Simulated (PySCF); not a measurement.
# CdH2 (SMILES [H][Cd][H]) at 6 levels

Wanted: a comparison of 6 runs (B3LYP/STO-6G, PBE0/STO-6G, r2SCAN/STO-6G, wB97X-V/STO-6G, MP2/STO-6G, QCISD(T)/STO-6G) of CdH2. Input form: a Python script.

The calculation is run with PySCF 2.14.0.

2 further runs of the same task are left out: 2 set aside as unsound or not needed.

## Step 1: The system as given

CdH2 has 3 atoms, charge 0, and is taken as a singlet. As SMILES, `[H][Cd][H]`. One bond was lengthened or shortened from a relaxed shape.

Bond lengths: Cd1–H2 1.988 Å, Cd1–H3 1.658 Å. Angles: H2–Cd1–H3 180.0°.

## Step 2: A single-point energy at B3LYP/STO-6G (run 1)

input.py

```python
from pyscf import gto, dft

mol = gto.M(
    atom=[
    ('Cd', (0.003802, 0.004486, -0.330856)),
    ('H', (-0.017450, -0.021530, 1.657160)),
    ('H', (0.020732, 0.025716, -1.989036)),
],
    basis='sto-6g',
    verbose=3,
    max_memory=1860,
    charge=0,
)

myscf = dft.RKS(mol)
myscf.xc = 'b3lyp'
myscf.conv_tol = 1e-10
myscf.grids.level = 5
myscf.kernel()
if not myscf.converged:
    myscf = myscf.newton().run(myscf.mo_coeff, myscf.mo_occ)

etot = myscf.e_tot
print(f'total energy: {etot:.8f} hartree')
```

On the command line:

```sh
$ OMP_NUM_THREADS=1 python input.py
```

Log:

```text
converged SCF energy = -5443.13850245257
total energy: -5443.13850245 hartree
```

Wall time 3.9 s (1 thread of Arm Neoverse V1, shared host); peak memory 0.22 GiB.

## Step 3: A single-point energy at PBE0/STO-6G (run 2)

calc.py

```python
from pyscf import gto, dft

mol = gto.Mole()
mol.atom = '''
Cd       0.003802       0.004486      -0.330856
H       -0.017450      -0.021530       1.657160
H        0.020732       0.025716      -1.989036
'''
mol.max_memory = 1860
mol.basis = 'sto-6g'
mol.charge = 0
mol.verbose = 3
mol.build()

mf = dft.RKS(mol)
mf.xc = 'pbe0'
mf.grids.level = 5
mf.conv_tol = 1e-10
mf.kernel()
if not mf.converged:
    mf = mf.newton().run(mf.mo_coeff, mf.mo_occ)

etot = mf.e_tot
print('E = %.10f Eh' % etot)
```

On the command line:

```sh
$ OMP_NUM_THREADS=1 python calc.py
```

Log:

```text
converged SCF energy = -5442.83838776569
E = -5442.8383877657 Eh
```

Run time: 3.6 s. Hardware: 1 thread of Arm Neoverse V1, shared host; peak memory 0.22 GiB.

Runs 3 to 5 aren't shown in full; the table further down has their settings and results.

## Step 4: A single-point energy at QCISD(T)/STO-6G (run 6)

input.py

```python
from pyscf import gto, cc

mol = gto.Mole()
mol.atom = '''
Cd   0.003802   0.004486  -0.330856
H   -0.017450  -0.021530   1.657160
H    0.020732   0.025716  -1.989036
'''
mol.verbose = 3
mol.max_memory = 1860
mol.basis = 'sto-6g'
mol.build()

mf = mol.RHF()
mf.conv_tol = 1e-10
mf.kernel()
if not mf.converged:
    mf = mf.newton().run(mf.mo_coeff, mf.mo_occ)

mycc = cc.QCISD(mf, frozen=14)
mycc.kernel()
e_t = mycc.qcisd_t()
e_final = mycc.e_tot + e_t
print('Final energy', e_final)
```

On the command line:

```sh
$ OMP_NUM_THREADS=1 python input.py
```

Log:

```text
converged SCF energy = -5441.0272627439
E(QCISD) = -5441.077989663951  E_corr = -0.05072692004870204
QCISD(T) correction = -0.000743527283493653
Final energy -5441.078733191235
```

Wall time 1.8 s (1 thread of Arm Neoverse V1, shared host); peak memory 0.12 GiB.

## Step 5: Overview of the runs

| run | level | nlc grid | integration grid | energy (Eh) | dipole moment (D) of the reference | HOMO energy (eV) | LUMO energy (eV) | wall time |
| --- | --- | --- | --- | --- | --- | --- | --- | --- |
| 1 | B3LYP/STO-6G | – | 5 | -5443.138502 | 0.43 | -3.60 | 4.02 | 3.9 s |
| 2 | PBE0/STO-6G | – | 5 | -5442.838388 | 0.42 | -3.82 | 4.54 | 3.6 s |
| 3 | r2SCAN/STO-6G | – | 5 | -5443.289081 | 0.45 | -2.49 | 3.84 | 4.2 s |
| 4 | wB97X-V/STO-6G | 1 | 5 | -5442.842761 | 0.44 | -6.31 | 6.91 | 19 s |
| 5 | MP2/STO-6G | – | – | -5441.059870 | 0.51 | -7.17 | 8.69 | 1.8 s |
| 6 | QCISD(T)/STO-6G | – | – | -5441.078733 | 0.51 | -7.17 | 8.69 | 1.8 s |

## Step 6: Results

| quantity | value |
| --- | --- |
| run 6: total energy | -5441.07873 Eh |
| run 6: dipole moment (Hartree–Fock density) | 0.51 D |
| run 6: HOMO energy (Hartree–Fock orbitals) | -7.17 eV |
| run 6: LUMO energy (Hartree–Fock orbitals) | 8.69 eV |
| run 6: HOMO–LUMO gap (Hartree–Fock orbitals) | 15.86 eV |
| run 6: correlation energy (14 core orbitals frozen) | -51.5 mEh |
| run 6: (T) correction | -0.74 mEh |
| run 6: T1 diagnostic | 0.009 |

Over runs 1, 2, 3, 4 the dipole moment (its size) runs from 0.42 D (PBE0/STO-6G) to 0.45 D (r2SCAN/STO-6G). Over runs 1, 2, 3, 4 the HOMO–LUMO gap runs from 6.33 eV (r2SCAN/STO-6G) to 13.21 eV (wB97X-V/STO-6G). Totals of different functionals can't be ranked against each other. In runs 1, 2, 3, 4, 5, 6 the basis is minimal, so the values are rough. In runs 1, 2, 3, 4, 5, 6 relativity is left out where basis or elements ask for it. All runs together took 34 s, the longest 19 s.
